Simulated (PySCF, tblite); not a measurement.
# C₁₁H₁₉F₇O₃Si: electronic excitations, NMR shifts

Wanted: electronic excitations, NMR shifts for C₁₁H₁₉F₇O₃Si (`CCO[Si](CCC(F)(F)C(F)(F)C(F)(F)F)(OCC)OCC`).

Programs: tblite 0.8.0 and PySCF 2.14.0, with routines of our own; each step states its level. All values are computed. Atoms count from 0.

## 1. The system as given

41 atoms, charge 0, multiplicity 1; geometry from: force field, distance geometry or constructed start.

## 2. Relaxing the molecule with GFN2-xTB

Job settings and geometry (Å):

```
{"job": {"kind": "relax", "xc": "GFN2-xTB", "basis": "xTB"}, "charge": 0, "multiplicity": 1}
C     -2.305100     4.025900     0.789700
C     -1.533800     2.956200     0.046900
O     -1.566500     1.760800     0.833300
Si    -0.797200     0.405700     0.260300
C      1.083500     0.633300     0.257600
C      1.868300    -0.600800    -0.218000
C      3.377100    -0.339200    -0.213100
F      3.650300     0.683300    -1.065800
F      3.709600     0.123800     1.033400
C      4.253000    -1.545000    -0.521500
F      5.567900    -1.205900    -0.352000
F      4.009500    -2.545400     0.377100
C      4.038800    -2.046100    -1.932300
F      4.872600    -3.083000    -2.228000
F      4.265800    -1.087800    -2.869000
F      2.779400    -2.500900    -2.127400
O     -1.333500     0.083600    -1.278500
C     -2.662400    -0.407100    -1.451100
C     -2.934800    -0.516900    -2.936700
O     -1.196100    -0.890000     1.244100
C     -1.242000    -0.695600     2.652600
C     -1.529600    -2.038900     3.301600
H     -2.303300     4.971000     0.236700
H     -3.351200     3.708400     0.946000
H     -1.877400     4.208900     1.782500
H     -0.501400     3.288400    -0.079700
H     -1.987500     2.791000    -0.930000
H      1.317400     1.486700    -0.393500
H      1.394900     0.908200     1.267200
H      1.540300    -0.855400    -1.223600
H      1.648200    -1.449300     0.439000
H     -2.771300    -1.390800    -0.986700
H     -3.389500     0.286200    -1.005300
H     -2.213700    -1.198100    -3.408000
H     -2.821600     0.456900    -3.430900
H     -3.945100    -0.889900    -3.125400
H     -0.279400    -0.320000     3.015600
H     -2.033000     0.011300     2.914900
H     -0.752800    -2.773300     3.042200
H     -2.485800    -2.442200     2.945000
H     -1.572800    -1.946400     4.394100
```

Started as:

```bash
OMP_NUM_THREADS=1 python large_run.py task.json out
```

The driver reads the jobs from task.json and runs them one after another.

Output:

```text
step      E/eV     max force
  0   -2188.43612    2.035
  1   -2188.65876    0.829
  2   -2188.70716    0.457
  3   -2188.73025    0.281
  4   -2188.74089    0.233
  5   -2188.74724    0.203
  6   -2188.75571    0.211
  7   -2188.76395    0.197
  8   -2188.77100    0.163
  9   -2188.77703    0.136
 10   -2188.78336    0.129
 11   -2188.78983    0.129
 12   -2188.79538    0.119
 13   -2188.79957    0.110
 14   -2188.80338    0.119
 15   -2188.80742    0.127
 16   -2188.81122    0.108
 17   -2188.81471    0.093
 18   -2188.81646    0.087
 19   -2188.82049    0.064
 20   -2188.82129    0.068
 21   -2188.82436    0.062
 22   -2188.82561    0.064
 23   -2188.82711    0.066
 24   -2188.82844    0.066
 25   -2188.83004    0.071
 26   -2188.83147    0.072
 27   -2188.83286    0.075
 28   -2188.83419    0.076
 29   -2188.83546    0.068
 30   -2188.83663    0.070
 31   -2188.83795    0.091
 32   -2188.83972    0.100
 33   -2188.84207    0.095
 34   -2188.84465    0.097
 35   -2188.84677    0.076
 36   -2188.84817    0.066
 37   -2188.84922    0.070
 38   -2188.85019    0.064
 39   -2188.85104    0.068
 40   -2188.85176    0.062
 41   -2188.85245    0.048
 42   -2188.85317    0.050
 43   -2188.85388    0.054
 44   -2188.85449    0.039
 45   -2188.85497    0.036
 46   -2188.85536    0.036
 47   -2188.85570    0.039
 48   -2188.85602    0.037
 49   -2188.85635    0.044
 50   -2188.85673    0.049
 51   -2188.85721    0.049
 52   -2188.85782    0.048
 53   -2188.85861    0.054
 54   -2188.85947    0.049
 55   -2188.86019    0.040
 56   -2188.86073    0.040
 57   -2188.86119    0.040
 58   -2188.86166    0.035
 59   -2188.86215    0.037
 60   -2188.86259    0.038
 61   -2188.86300    0.037
 62   -2188.86346    0.040
 63   -2188.86406    0.039
 64   -2188.86475    0.051
 65   -2188.86545    0.057
 66   -2188.86615    0.049
 67   -2188.86684    0.048
 68   -2188.86753    0.047
 69   -2188.86817    0.042
 70   -2188.86872    0.046
 71   -2188.86923    0.041
 72   -2188.86972    0.044
 73   -2188.87019    0.039
 74   -2188.87062    0.041
 75   -2188.87107    0.039
 76   -2188.87158    0.042
 77   -2188.87217    0.055
 78   -2188.87284    0.059
 79   -2188.87364    0.067
 80   -2188.87461    0.075
 81   -2188.87572    0.064
 82   -2188.87677    0.050
 83   -2188.87765    0.046
 84   -2188.87846    0.055
 85   -2188.87931    0.055
 86   -2188.88014    0.048
 87   -2188.88070    0.061
 88   -2188.88122    0.053
 89   -2188.88165    0.051
 90   -2188.88241    0.040
 91   -2188.88287    0.044
 92   -2188.88341    0.039
 93   -2188.88369    0.038
 94   -2188.88403    0.031
 95   -2188.88436    0.031
 96   -2188.88463    0.026
 97   -2188.88482    0.027
 98   -2188.88501    0.024
 99   -2188.88521    0.026
100   -2188.88539    0.024
101   -2188.88553    0.029
102   -2188.88566    0.031
103   -2188.88581    0.031
104   -2188.88603    0.028
105   -2188.88629    0.029
106   -2188.88657    0.032
107   -2188.88687    0.029
108   -2188.88719    0.029
109   -2188.88753    0.040
110   -2188.88795    0.037
111   -2188.88837    0.039
112   -2188.88875    0.045
113   -2188.88905    0.045
114   -2188.88940    0.039
115   -2188.88973    0.032
116   -2188.89008    0.033
117   -2188.89037    0.035
118   -2188.89070    0.031
119   -2188.89105    0.030
120   -2188.89141    0.033
121   -2188.89171    0.034
122   -2188.89197    0.035
123   -2188.89221    0.037
124   -2188.89250    0.034
125   -2188.89278    0.027
126   -2188.89306    0.031
127   -2188.89335    0.035
128   -2188.89368    0.034
129   -2188.89398    0.031
130   -2188.89422    0.030
131   -2188.89439    0.030
132   -2188.89455    0.025
133   -2188.89472    0.023
134   -2188.89492    0.030
135   -2188.89518    0.041
136   -2188.89551    0.036
137   -2188.89587    0.031
138   -2188.89619    0.030
139   -2188.89648    0.033
140   -2188.89680    0.049
141   -2188.89714    0.043
142   -2188.89748    0.047
143   -2188.89777    0.026
144   -2188.89805    0.028
145   -2188.89821    0.027
146   -2188.89850    0.025
147   -2188.89868    0.027
148   -2188.89887    0.028
149   -2188.89905    0.025
150   -2188.89925    0.029
151   -2188.89942    0.031
152   -2188.89957    0.027
153   -2188.89970    0.019
```

Wall time 9.8 s (1 thread of Intel Xeon Platinum 8259CL at 2.50GHz, shared host); peak memory 0.19 GiB.

Along the way:

| step | energy from step 0 (eV) | largest force (eV/Å) |
| --- | --- | --- |
| 0 | 0.0000 | 2.0358 |
| 1 | -0.2226 | 0.8286 |
| 2 | -0.2710 | 0.4572 |
| 3 | -0.2941 | 0.2811 |
| 4 | -0.3048 | 0.2338 |
| 5 | -0.3111 | 0.2031 |
| 6 | -0.3196 | 0.2105 |
| 7 | -0.3278 | 0.1963 |
| 8 | -0.3349 | 0.1636 |
| 20 | -0.3852 | 0.0676 |
| 33 | -0.4060 | 0.0947 |
| 46 | -0.4192 | 0.0362 |
| 59 | -0.4260 | 0.0373 |
| 72 | -0.4336 | 0.0444 |
| 84 | -0.4423 | 0.0560 |
| 97 | -0.4487 | 0.0269 |
| 110 | -0.4518 | 0.0363 |
| 123 | -0.4561 | 0.0369 |
| 136 | -0.4594 | 0.0361 |
| 149 | -0.4629 | 0.0249 |
| 150 | -0.4631 | 0.0292 |
| 151 | -0.4633 | 0.0307 |
| 152 | -0.4635 | 0.0273 |
| 153 | -0.4636 | 0.0195 |

Close pairs (by a distance rule), those that changed most:

| bond | before (Å) | after (Å) | change (Å) |
| --- | --- | --- | --- |
| Si3–O19 | 1.675 | 1.617 | -0.058 |
| Si3–O16 | 1.661 | 1.615 | -0.046 |
| C9–C12 | 1.512 | 1.554 | +0.041 |
| C6–C9 | 1.522 | 1.560 | +0.039 |
| C12–F14 | 1.359 | 1.326 | -0.033 |
| O2–Si3 | 1.660 | 1.627 | -0.033 |
| C12–F13 | 1.363 | 1.330 | -0.033 |
| C9–F10 | 1.368 | 1.347 | -0.021 |

The final coordinates are the input of the step that follows.

## 3. Electronic excitations: TDA PBE0/6-31G*

Job settings and geometry (Å):

```
{"job": {"kind": "uv", "basis": "6-31G*", "grid": 1, "kgrid": 0, "vcut": 1.5, "nstates": 8, "ntriplets": 3, "tda": true, "delta": ["ip_vertical", "ea_vertical", "triplet_vertical"], "pop": true, "xc": "PBE0"}, "charge": 0, "multiplicity": 1}
C     -2.631211     3.984714     1.045021
C     -1.686851     3.112947     0.231922
O     -1.582239     1.849646     0.853125
Si    -0.829887     0.497562     0.348741
C      1.046255     0.752636     0.132532
C      1.743929    -0.568688    -0.171982
C      3.235590    -0.365063    -0.391267
F      3.471307     0.436842    -1.462580
F      3.809270     0.267857     0.660557
C      4.024060    -1.693142    -0.614156
F      5.304498    -1.563485    -0.216231
F      3.490868    -2.683088     0.136849
C      4.035277    -2.173191    -2.091898
F      4.493508    -3.419658    -2.172458
F      4.808807    -1.408615    -2.850735
F      2.807828    -2.167415    -2.616261
O     -1.251796    -0.052361    -1.110158
C     -2.493040    -0.515545    -1.599312
C     -2.426745    -0.595097    -3.116238
O     -1.183509    -0.634544     1.447769
C     -1.078846    -0.586488     2.855124
C     -1.537721    -1.913513     3.438339
H     -2.716104     4.967657     0.590540
H     -3.615169     3.525637     1.089373
H     -2.252665     4.091137     2.058171
H     -0.693643     3.572806     0.178630
H     -2.060300     2.986297    -0.790681
H      1.253458     1.453569    -0.674806
H      1.469163     1.180794     1.041322
H      1.317240    -1.005995    -1.073381
H      1.605244    -1.265796     0.653910
H     -2.692396    -1.502318    -1.169385
H     -3.291274     0.164169    -1.281282
H     -1.629109    -1.269515    -3.415293
H     -2.220323     0.388156    -3.530431
H     -3.371272    -0.958908    -3.510500
H     -0.037642    -0.388864     3.132576
H     -1.695355     0.235428     3.230304
H     -0.942134    -2.724779     3.028183
H     -2.580545    -2.088979     3.189862
H     -1.426599    -1.901313     4.519099
```

With the program's defaults for keys left out, this is: TDA PBE0/6-31G*, vertical, gas phase, core orbitals frozen in the response, virtual orbitals cut by energy.

Output:

```text
start: PBE on a coarse grid of 34352 points
cycle   1  E = -1642.5962986135  dE =  3.044e+00  |g| = 1.874e+00  |ddm| = 6.023e+00
cycle   2  E = -1640.6267980936  dE =  1.970e+00  |g| = 3.829e+00  |ddm| = 5.028e+00
cycle   3  E = -1643.2272216057  dE = -2.600e+00  |g| = 3.459e-01  |ddm| = 3.730e+00
cycle   4  E = -1643.2511075334  dE = -2.389e-02  |g| = 1.563e-01  |ddm| = 4.534e-01
cycle   5  E = -1643.2562402645  dE = -5.133e-03  |g| = 4.054e-02  |ddm| = 1.494e-01
cycle   6  E = -1643.2565141582  dE = -2.739e-04  |g| = 1.602e-02  |ddm| = 4.390e-02
cycle   7  E = -1643.2565567835  dE = -4.263e-05  |g| = 3.338e-03  |ddm| = 1.477e-02
final grid: 149680 points
cycle   8  E = -1643.2360314192  dE = -1.068e-02  |g| = 1.211e-01  |ddm| = 5.314e-01
cycle   9  E = -1643.2331824100  dE =  2.849e-03  |g| = 1.777e-01  |ddm| = 1.976e-01
cycle  10  E = -1643.2387685371  dE = -5.586e-03  |g| = 1.030e-02  |ddm| = 1.216e-01
cycle  11  E = -1643.2387890739  dE = -2.054e-05  |g| = 2.489e-03  |ddm| = 9.566e-03
cycle  12  E = -1643.2387884609  dE =  6.131e-07  |g| = 1.244e-03  |ddm| = 2.634e-03
cycle  13  E = -1643.2387869182  dE =  1.543e-06  |g| = 2.308e-04  |ddm| = 1.048e-03
cycle  14  E = -1643.2387901449  dE = -3.227e-06  |g| = 7.487e-05  |ddm| = 2.436e-04
converged SCF energy = -1643.2387901449
Vertical ionisation energy (delta-SCF) = 9.3957 eV   <S^2> = 0.754

Static polarisability (au): isotropic 140.903, principal 132.466 138.234 152.010

Singlet excitations
state   eV       nm        f      main configurations
  1   8.4200    147.2   0.09529   H->L 0.78
  2   8.5434    145.1   0.00462   H-1->L 0.38, H-2->L 0.20, H->L+3 0.11
  3   8.6039    144.1   0.00831   H-2->L 0.39, H-1->L 0.26, H-2->L+2 0.14
  4   8.8587    140.0   0.01253   H->L+1 0.58, H->L+3 0.13
  5   8.9254    138.9   0.05162   H->L+2 0.29, H-3->L 0.19, H-2->L+3 0.13
  6   9.0526    137.0   0.01402   H->L+2 0.49, H-3->L 0.13, H-2->L+1 0.09
  7   9.1193    136.0   0.00823   H->L+3 0.61, H->L+1 0.17
  8   9.1737    135.2   0.02241   H-3->L 0.26, H-2->L+1 0.13, H-2->L+3 0.11

Triplet excitations (Tamm-Dancoff, eV): 8.0587 8.1953 8.2629
```

Run time: 4 min. Hardware: 1 thread of Intel Xeon Platinum 8259CL at 2.50GHz, shared host; peak memory 0.68 GiB.

Warnings kept with the result: triplet_vertical: open-shell SCF did not converge.

Frontier orbitals and where they lie:

| orbital | eV | atoms |
| --- | --- | --- |
| HOMO−4 | -8.72 | O19 37 %, C20 10 %, O2 10 % |
| HOMO−3 | -8.52 | O16 35 %, O19 11 %, O2 8 % |
| HOMO−2 | -8.09 | O19 29 %, O2 19 %, O16 15 % |
| HOMO−1 | -8.07 | O16 31 %, O2 30 %, O19 6 % |
| HOMO | -7.83 | C4 24 %, O19 22 %, O2 16 % |
| LUMO | 1.77 | Si3 14 %, C9 13 %, C4 6 % |
| LUMO+1 | 2.09 | C6 22 %, C9 14 %, C12 11 % |
| LUMO+2 | 2.13 | C9 19 %, Si3 10 %, C12 8 % |
| LUMO+3 | 2.38 | Si3 19 %, C20 8 %, H36 8 % |

With each of the 8 states as a Gaussian band of 0.4 eV half-width at 1/e, the curve within the window shown has maxima at 144 nm (ε 5,400) L/(mol cm). Beyond the last state computed it falls off for lack of states. The curve at chosen wavelengths:

| nm | ε (L/mol/cm) |
| --- | --- |
| 131 | 1231 |
| 132 | 1726 |
| 133 | 2289 |
| 134 | 2883 |
| 135 | 3464 |
| 136 | 3988 |
| 137 | 4425 |
| 139 | 5003 |
| 140 | 5167 |
| 141 | 5279 |
| 142 | 5356 |
| 143 | 5407 |
| 144 | 5423 |
| 145 | 5386 |
| 146 | 5274 |
| 147 | 5069 |
| 148 | 4762 |
| 149 | 4361 |
| 150 | 3884 |
| 152 | 2823 |
| 153 | 2302 |
| 154 | 1823 |
| 155 | 1402 |
| 156 | 1049 |
| 157 | 764 |
| 158 | 541 |

Ground-state properties from the same run:

| property | computed |
| --- | --- |
| dipole moment (D) | 3.55 |
| polarisability (Å³) | 20.88 |
| HOMO–LUMO gap (eV) | 9.60 |
| −ε(HOMO) (eV) | 7.83 |

## 4. NMR shifts: GIAO PBE/pcSseg-1

Settings changed since step 3:

```diff
@@ -1,2 +1,2 @@
-{"job": {"kind": "uv", "basis": "6-31G*", "grid": 1, "kgrid": 0, "vcut": 1.5, "nstates": 8, "ntriplets": 3, "tda": true, "delta": ["ip_vertical", "ea_vertical", "triplet_vertical"], "pop": true, "xc": "PBE0"}, "charge": 0, "multiplicity": 1}
+{"job": {"kind": "nmr", "basis": "pcSseg-1", "pop": false, "xc": "PBE"}, "charge": 0, "multiplicity": 1}
 C     -2.631211     3.984714     1.045021
```

With the program's defaults for keys left out, this is: GIAO PBE/pcSseg-1 NMR shielding, non-relativistic, gas phase.

Output:

```text
start: PBE on a coarse grid of 34352 points
cycle   1  E = -1642.1862283816  dE =  3.005e+00  |g| = 1.875e+00  |ddm| = 5.741e+00
cycle   2  E = -1640.2186345879  dE =  1.968e+00  |g| = 3.853e+00  |ddm| = 4.769e+00
cycle   3  E = -1642.7828191106  dE = -2.564e+00  |g| = 3.431e-01  |ddm| = 3.736e+00
cycle   4  E = -1642.8035448129  dE = -2.073e-02  |g| = 1.775e-01  |ddm| = 4.247e-01
cycle   5  E = -1642.8102744097  dE = -6.730e-03  |g| = 3.904e-02  |ddm| = 1.504e-01
cycle   6  E = -1642.8105078212  dE = -2.334e-04  |g| = 1.811e-02  |ddm| = 4.120e-02
cycle   7  E = -1642.8105592241  dE = -5.140e-05  |g| = 3.821e-03  |ddm| = 1.489e-02
final grid: 317445 points
cycle   8  E = -1643.0890525678  dE = -9.745e-05  |g| = 3.350e-02  |ddm| = 6.694e-02
cycle   9  E = -1643.0885059486  dE =  5.466e-04  |g| = 6.425e-02  |ddm| = 6.345e-02
cycle  10  E = -1643.0892636621  dE = -7.577e-04  |g| = 5.050e-03  |ddm| = 4.462e-02
cycle  11  E = -1643.0892698136  dE = -6.152e-06  |g| = 7.863e-04  |ddm| = 5.296e-03
cycle  12  E = -1643.0892702722  dE = -4.585e-07  |g| = 2.623e-04  |ddm| = 8.608e-04
cycle  13  E = -1643.0892708984  dE = -6.262e-07  |g| = 1.011e-04  |ddm| = 2.938e-04
cycle  14  E = -1643.0892696361  dE =  1.262e-06  |g| = 2.432e-05  |ddm| = 9.388e-05
converged SCF energy = -1643.0892696361

GIAO shielding tensors (ppm)
atom      isotropic    diamagn.    paramagn.     s11        s22        s33       span
  0 C      162.013     246.401     -84.387    143.938    159.279    182.823     38.886
  1 C      117.857     245.910    -128.053     87.915    103.664    161.991     74.076
  2 O      255.814     406.249    -150.435    208.902    241.743    316.797    107.895
  3 Si     395.562     892.535    -496.974    386.780    396.692    403.213     16.433
  4 C      178.539     265.727     -87.188    170.523    180.560    184.534     14.011
  5 C      149.266     259.085    -109.819    135.944    143.001    168.851     32.908
  6 C       51.467     247.140    -195.673     32.669     57.959     63.771     31.102
  7 F      296.793     477.120    -180.327    184.062    311.299    395.016    210.954
  8 F      295.739     476.107    -180.369    194.831    308.033    384.352    189.521
  9 C       58.900     251.325    -192.425     39.741     63.309     73.651     33.910
 10 F      301.750     460.216    -158.466    213.020    330.332    361.899    148.880
 11 F      295.441     479.020    -183.579    206.143    332.676    347.505    141.362
 12 C       49.124     247.777    -198.652     36.483     53.017     57.874     21.391
 13 F      253.121     461.771    -208.649    178.717    247.283    333.364    154.647
 14 F      246.640     464.870    -218.230    174.870    249.307    315.744    140.874
 15 F      251.500     486.113    -234.613    183.069    242.870    328.561    145.492
 16 O      259.391     410.599    -151.207    223.375    242.790    312.008     88.632
 17 C      118.676     244.127    -125.451     88.373    104.693    162.962     74.589
 18 C      162.062     248.613     -86.551    143.901    159.847    182.438     38.537
 19 O      265.173     409.129    -143.957    226.198    252.690    316.630     90.432
 20 C      117.809     245.555    -127.746     87.374    103.748    162.306     74.932
 21 C      162.282     248.051     -85.769    144.653    159.360    182.834     38.181
 22 H       30.603      25.717       4.886     26.556     27.521     37.733     11.177
 23 H       30.171      29.172       0.999     26.423     28.937     35.152      8.729
 24 H       30.173      29.647       0.526     26.391     29.037     35.091      8.700
 25 H       27.475      34.146      -6.671     21.349     28.918     32.159     10.810
 26 H       27.386      33.622      -6.236     21.460     28.465     32.233     10.772
 27 H       30.716      40.301      -9.585     25.015     32.161     34.972      9.957
 28 H       30.908      39.533      -8.625     25.043     31.990     35.691     10.648
 29 H       29.370      40.046     -10.676     22.113     32.061     33.935     11.823
 30 H       29.406      39.479     -10.073     22.471     32.209     33.538     11.068
 31 H       27.375      33.188      -5.813     21.485     28.055     32.586     11.101
 32 H       27.371      31.895      -4.524     21.444     27.943     32.725     11.281
 33 H       30.189      32.462      -2.273     26.136     29.601     34.830      8.693
 34 H       30.277      31.559      -1.281     26.874     29.098     34.859      7.985
 35 H       30.630      26.973       3.657     26.544     27.399     37.946     11.402
 36 H       27.608      35.170      -7.562     22.099     28.397     32.328     10.229
 37 H       27.346      32.151      -4.805     21.193     28.642     32.202     11.009
 38 H       30.237      32.360      -2.123     26.108     29.779     34.823      8.715
 39 H       30.177      30.018       0.159     26.420     28.683     35.428      9.008
 40 H       30.636      26.969       3.667     26.787     27.349     37.772     10.985
```

Run time: 72 s. Hardware: 1 thread of Intel Xeon Platinum 8259CL at 2.50GHz, shared host; peak memory 0.66 GiB.

Shifts follow as δ = σ(reference) − σ, with reference shieldings (ppm) from runs at the same level and on the same kind of geometry: ¹H TMS 31.64, ¹³C TMS 182.6, ²⁹Si TMS 330.5, ¹⁹F CFCl3 137.7, ¹⁷O H2O 336.3. The references are single molecules in the gas phase, so shifts against H2O, NH3, PH3, H3PO4 or CFCl3 are not on the usual liquid scales and can be off by tens of ppm. Atoms listed in one row are averaged.

| atoms | environment | σ (ppm) | δ (ppm) |
| --- | --- | --- | --- |
| C12 | CF3 carbon | 49.1 | 133.5 |
| C6 | fully substituted sp3 carbon bonded to 2 F | 51.5 | 131.2 |
| C9 | fully substituted sp3 carbon bonded to 2 F | 58.9 | 123.7 |
| C1, C17, C20 | sp3 CH2 bonded to O | 118.1 | 64.5 |
| C5 | sp3 CH2 | 149.3 | 33.4 |
| C0, C18, C21 | methyl carbon | 162.1 | 20.5 |
| C4 | sp3 CH2 bonded to Si | 178.5 | 4.1 |
| H25, H26, H31, H32, H36, H37 | hydrogen on an sp3 CH2 bonded to O | 27.43 | 4.21 |
| H29, H30 | hydrogen on an sp3 CH2 | 29.39 | 2.25 |
| H22, H23, H24, H33, H34 and 4 more | hydrogen on a methyl carbon | 30.34 | 1.30 |
| H27, H28 | hydrogen on an sp3 CH2 bonded to Si | 30.81 | 0.83 |
| O2, O16, O19 | oxygen bonded to C, Si | 260.1 | 76.2 |
| Si3 | silicon bonded to C, 3 O | 395.6 | -65.0 |
| F13, F14, F15 | fluorine of a CF3 group | 250.4 | -112.7 |
| F7, F8 | fluorine of a CF2 group | 296.3 | -158.5 |
| F10, F11 | fluorine of a CF2 group | 298.6 | -160.9 |

## 5. What came out

```
                                                                quantity                                           value
                                            lowest singlet (PBE0/6-31G*)                     8.42 eV (147 nm), f = 0.095
                                                          lowest triplet                                         8.06 eV
  ¹³C shifts against TMS (PBE/pcSseg-1, means over atoms taken as alike)  133.5, 131.2, 123.7, 64.5, 33.4, 20.5, 4.1 ppm
   ¹H shifts against TMS (PBE/pcSseg-1, means over atoms taken as alike)                      4.21, 2.25, 1.30, 0.83 ppm
  ¹⁷O shifts against H2O (PBE/pcSseg-1, means over atoms taken as alike)                                        76.2 ppm
                                  ²⁹Si shifts against TMS (PBE/pcSseg-1)                                       -65.0 ppm
¹⁹F shifts against CFCl3 (PBE/pcSseg-1, means over atoms taken as alike)                      -112.7, -158.5, -160.9 ppm
```

The lowest singlet, at 8.42 eV, is HOMO→LUMO 0.78 and is bright. The lowest triplet lies 0.36 eV below the lowest singlet. States above −ε(HOMO) lie where TDDFT describes them poorly and they hang on the basis; the brightest is among them. The basis of PBE0/6-31G* has no diffuse functions, so Rydberg states are missing and the high states are unreliable. The most deshielded hydrogen is H25, H26, H31, H32, H36, H37 (mean) (hydrogen on an sp3 CH2 bonded to O), at 4.21 ppm: its carbon carries O, hence the downfield position. At PBE/pcSseg-1: The largest span, 200 ppm, is at F7, F8, where the paramagnetic term is -180 ppm.
